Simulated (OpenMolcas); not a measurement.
# V²⁺ among point charges: CASSCF levels and susceptibility

Aim: the splitting of the states of V²⁺ in the field of 6 point charges, its lowest levels with spin-orbit coupling and its magnetic susceptibility.

Method: state-averaged CASSCF, spin-orbit coupling by RASSI with atomic mean-field integrals. Code: OpenMolcas 26.06.

1 further run of the same task is left out (it didn't finish).

**1. What is computed**

| Property | Result |
| --- | --- |
| Species | V²⁺ (vanadium, Z = 23, 21 electrons) |
| Basis | ANO-RCC-VDZP [5s4p2d1f], 34 functions |
| Scalar Hamiltonian | DKH2, point nucleus |
| Inactive shells | 1s 2s 2p 3s 3p |
| Active space | 3 electrons in 5 orbitals (3d) |
| Some configurations of this space | 3d3 |
| Orbitals | optimised for each spin and parity, averaged over all roots |

Outer shells as boxes (Hund's rule):

3d3
```
3d [↑ ][↑ ][↑ ][  ][  ]
```

The ion sits among 6 point charges of -2.2 e arranged as an octahedron (Oh), 1.75 Å from the ion. The active orbitals were held to one l.

Each step is its own input file, run in one work folder so that later steps find the files of earlier ones. Labels, J, g values, rates, χT and fits are worked out afterwards by a script from the matrices that RASSI stores. The input lists half of the charges; inversion (Group=XYZ) makes the rest.

**2. One- and two-electron integrals**

Input file a.inp:

```
&GATEWAY
Coord
1

V 0.0 0.0 0.0
Basis=ANO-RCC-VDZP
Group=XYZ
NoMove
AngMom=0.0 0.0 0.0
AMFI
XField
3 Angstrom 0
1.750000 0.000000 0.000000 -2.200000
0.000000 1.750000 0.000000 -2.200000
0.000000 0.000000 1.750000 -2.200000
&SEWARD
```

On the command line:

```bash
$ OMP_NUM_THREADS=1 MOLCAS_MEM=1689 MOLCAS_PROJECT=a pymolcas a.inp > a.log
```

**3. CASSCF: quartets of even parity, 10 roots**

Input file a.inp:

```
&RASSCF
FileOrb=start.orb
Symmetry=1
Spin=4
nActEl=3 0 0
Inactive=3 6
Ras2=5 0
CIRoot=10 10 1
SDav=10
CIMx=300
Iter=120 100
PrWF=0.3
OrbListing=Nothing
MaxOrb=0
SupSym
1
10 4 5 6 7 8 11 12 13 14 15
0
>>> COPY $Project.JobIph JOB001
```

start.orb holds the contracted functions of the basis, ordered by shell, or the orbitals of the step before.

**4. Reference wave functions, doublets of even parity, 40 roots**

Input file a.inp:

```
&RASSCF
FileOrb=start.orb
Symmetry=1
Spin=2
nActEl=3 0 0
Inactive=3 6
Ras2=5 0
CIRoot=40 40 1
SDav=40
CIMx=300
Iter=120 100
PrWF=0.3
OrbListing=Nothing
MaxOrb=0
SupSym
1
10 4 5 6 7 8 11 12 13 14 15
0
>>> COPY $Project.JobIph JOB002
```

**5. RASSI: spin-orbit coupling between the states**

Input file a.inp:

```
&RASSI
NrOfJobIphs=2 10 40
1 2 3 4 5 6 7 8 9 10
1 2 3 4 5 6 7 8 9 10 11 12 13 14 15 16 17 18 19 20 21 22 23 24 25 26 27
28 29 30 31 32 33 34 35 36 37 38 39 40
IphNames
JOB001
JOB002
EJob
SpinOrbit
DIPRint=1.0
SOCoupling=1000.0
Subsets=2
Property=9
'ANGMOM' 1 'ANGMOM' 2 'ANGMOM' 3 'MLTPL  1' 1 'MLTPL  1' 2 'MLTPL  1' 3
'AMFI' 1 'AMFI' 2 'AMFI' 3
SOProperty=3
'ANGMOM' 1 'ANGMOM' 2 'ANGMOM' 3
```

Q: Predict the outcome of this session. Wanted: spin-free ground state; first state of the same spin within the active space; lowest level; next level.

**Answer**, as computed:

```
                                            quantity                            value
                                              method                           CASSCF
                              spin-free ground state  4A2, 1-fold in its orbital part
first state of the same spin within the active space                4T2 at 13700 cm⁻¹
                                        lowest level                        4-fold Γ8
                                          next level                     13087.8 cm⁻¹
                                         χT at 300 K                   1.87 cm³ K/mol
                           effective moment at 300 K                          3.86 μB
```

What this shows: The spin-free ground state (4A2) comes to 100 % from free-ion F terms and keeps the highest spin of the shell. χT at 300 K is 1.87, against 1.88 cm³ K/mol for the spin alone; near agreement at one temperature doesn't show that the orbital moment is quenched. The field of point charges can differ much from that of real complexes. Point charges carry no covalency, so the field is a model and not that of real ligands.
